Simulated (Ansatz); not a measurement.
# Si23O48: the cost of one run

All numbers are computed with Ansatz 0.2.0 (PAW, plane waves).

## Step 1: The starting cell

71 atoms (23 Si, 48 O); a = 9.902 Å, b = 9.902 Å, c = 10.886 Å, α = 90.00°, β = 90.00°, γ = 120.00°. All atoms were shaken off their sites by about 0.02 Å along each axis. Defect site 1: (0.265, 0.265, 0.500).

Plan of the steps: (2) PBEsol relaxation at the single k point (¼, ¼, ¼), on 1 × NVIDIA H100 80GB HBM3 with 4 threads of AMD EPYC 7R13; (3) HSE06 single point at the single k point (¼, ¼, ¼), on 1 × NVIDIA H100 80GB HBM3 with 4 threads of AMD EPYC 7R13; (4) PBEsol band at the single k point (¼, ¼, ¼), on 1 × NVIDIA H100 80GB HBM3 with 4 threads of AMD EPYC 7R13.

## Step 2: Relaxing the atoms with PBEsol

File in.yaml:

```yaml
crystal:
  lattice:
    - [9.901639, 0.000000, 0.000000]
    - [-4.950819, 8.575071, 0.000000]
    - [0.000000, 0.000000, 10.885880]
  atoms:
    - { symbol: Si, position: [0.234818, 0.000923, 0.165405] }
    - { symbol: Si, position: [0.238138, 0.002564, 0.665148] }
    - { symbol: Si, position: [0.231864, 0.499223, 0.165222] }
    - { symbol: Si, position: [0.233754, 0.501232, 0.666949] }
    - { symbol: Si, position: [0.738556, 0.999866, 0.165679] }
    - { symbol: Si, position: [0.736063, 0.998655, 0.665565] }
    - { symbol: Si, position: [0.735927, 0.503342, 0.166891] }
    - { symbol: Si, position: [0.735467, 0.498617, 0.664529] }
    - { symbol: Si, position: [0.999928, 0.232924, 0.332907] }
    - { symbol: Si, position: [0.000979, 0.235002, 0.834206] }
    - { symbol: Si, position: [0.996401, 0.733940, 0.332297] }
    - { symbol: Si, position: [0.004354, 0.735227, 0.830512] }
    - { symbol: Si, position: [0.502004, 0.233729, 0.330499] }
    - { symbol: Si, position: [0.502702, 0.239435, 0.830431] }
    - { symbol: Si, position: [0.504064, 0.739035, 0.329718] }
    - { symbol: Si, position: [0.494524, 0.736877, 0.832959] }
    - { symbol: Si, position: [0.265009, 0.263283, 0.000946] }
    - { symbol: Si, position: [0.264753, 0.765192, 0.997849] }
    - { symbol: Si, position: [0.265596, 0.767509, 0.502813] }
    - { symbol: Si, position: [0.765822, 0.264937, 0.999915] }
    - { symbol: Si, position: [0.763803, 0.268438, 0.498217] }
    - { symbol: Si, position: [0.763247, 0.763619, 0.999525] }
    - { symbol: Si, position: [0.769665, 0.767801, 0.497106] }
    - { symbol: O, position: [0.205681, 0.133112, 0.109868] }
    - { symbol: O, position: [0.211925, 0.135102, 0.604687] }
    - { symbol: O, position: [0.210205, 0.633952, 0.105479] }
    - { symbol: O, position: [0.204002, 0.631481, 0.607181] }
    - { symbol: O, position: [0.708635, 0.131069, 0.106632] }
    - { symbol: O, position: [0.708009, 0.134198, 0.606033] }
    - { symbol: O, position: [0.705315, 0.630073, 0.107165] }
    - { symbol: O, position: [0.705999, 0.632260, 0.606381] }
    - { symbol: O, position: [0.368773, 0.074585, 0.272149] }
    - { symbol: O, position: [0.368509, 0.075707, 0.773018] }
    - { symbol: O, position: [0.368628, 0.575259, 0.271194] }
    - { symbol: O, position: [0.366490, 0.571166, 0.773570] }
    - { symbol: O, position: [0.869883, 0.078104, 0.273111] }
    - { symbol: O, position: [0.867622, 0.076364, 0.774479] }
    - { symbol: O, position: [0.871680, 0.574615, 0.273904] }
    - { symbol: O, position: [0.866107, 0.577365, 0.776470] }
    - { symbol: O, position: [0.424363, 0.291020, 0.441927] }
    - { symbol: O, position: [0.425436, 0.295345, 0.940021] }
    - { symbol: O, position: [0.427613, 0.795951, 0.442045] }
    - { symbol: O, position: [0.425777, 0.792881, 0.942376] }
    - { symbol: O, position: [0.930007, 0.292919, 0.441995] }
    - { symbol: O, position: [0.928137, 0.294521, 0.939582] }
    - { symbol: O, position: [0.926746, 0.792850, 0.439451] }
    - { symbol: O, position: [0.921740, 0.793486, 0.941867] }
    - { symbol: O, position: [0.135852, 0.207194, 0.394452] }
    - { symbol: O, position: [0.129636, 0.204417, 0.891735] }
    - { symbol: O, position: [0.134523, 0.708877, 0.391299] }
    - { symbol: O, position: [0.130233, 0.703645, 0.892988] }
    - { symbol: O, position: [0.633198, 0.208223, 0.393484] }
    - { symbol: O, position: [0.632246, 0.204854, 0.893884] }
    - { symbol: O, position: [0.632578, 0.706810, 0.393180] }
    - { symbol: O, position: [0.630076, 0.703810, 0.892422] }
    - { symbol: O, position: [0.069784, 0.367205, 0.225601] }
    - { symbol: O, position: [0.074767, 0.367388, 0.725069] }
    - { symbol: O, position: [0.070054, 0.860368, 0.225774] }
    - { symbol: O, position: [0.070089, 0.864606, 0.725964] }
    - { symbol: O, position: [0.574124, 0.368354, 0.226159] }
    - { symbol: O, position: [0.571396, 0.370827, 0.725378] }
    - { symbol: O, position: [0.573602, 0.867942, 0.228323] }
    - { symbol: O, position: [0.577064, 0.866990, 0.728521] }
    - { symbol: O, position: [0.293703, 0.429405, 0.060626] }
    - { symbol: O, position: [0.291833, 0.424522, 0.558567] }
    - { symbol: O, position: [0.293470, 0.927039, 0.057201] }
    - { symbol: O, position: [0.294712, 0.926882, 0.564497] }
    - { symbol: O, position: [0.793167, 0.430037, 0.058420] }
    - { symbol: O, position: [0.793691, 0.428157, 0.559805] }
    - { symbol: O, position: [0.796592, 0.930190, 0.060644] }
    - { symbol: O, position: [0.793143, 0.925896, 0.556071] }
  symmetry: { detect: false }
kpoints:
  mp_grid: { grid: [1, 1, 1], shift: [0.25, 0.25, 0.25] }
hamiltonian:
  xc: pbesol
scf:
  occupations: { method: fermi_dirac, width: 0.01 }
relax:
  f_tol: 0.03
  max_steps: 80
  escape_saddle: false
  adjacent_minimum: "off"
output:
  forces: true
  eigenvalues: true
  populations: true
```

Command:

```
$ ansatz run in.yaml --threads 4 --pin off --max-ram 42750MiB --runs-dir r --events-out ev --progress --plain --backend cuda --devices 0, --max-vram 37GiB
```

**Question.** How long does this run take on 1 × NVIDIA H100 80GB HBM3 with 4 threads of AMD EPYC 7R13, shared host, and how much memory does it need?

About 65 s, with a peak of 1.4 GiB on the host.
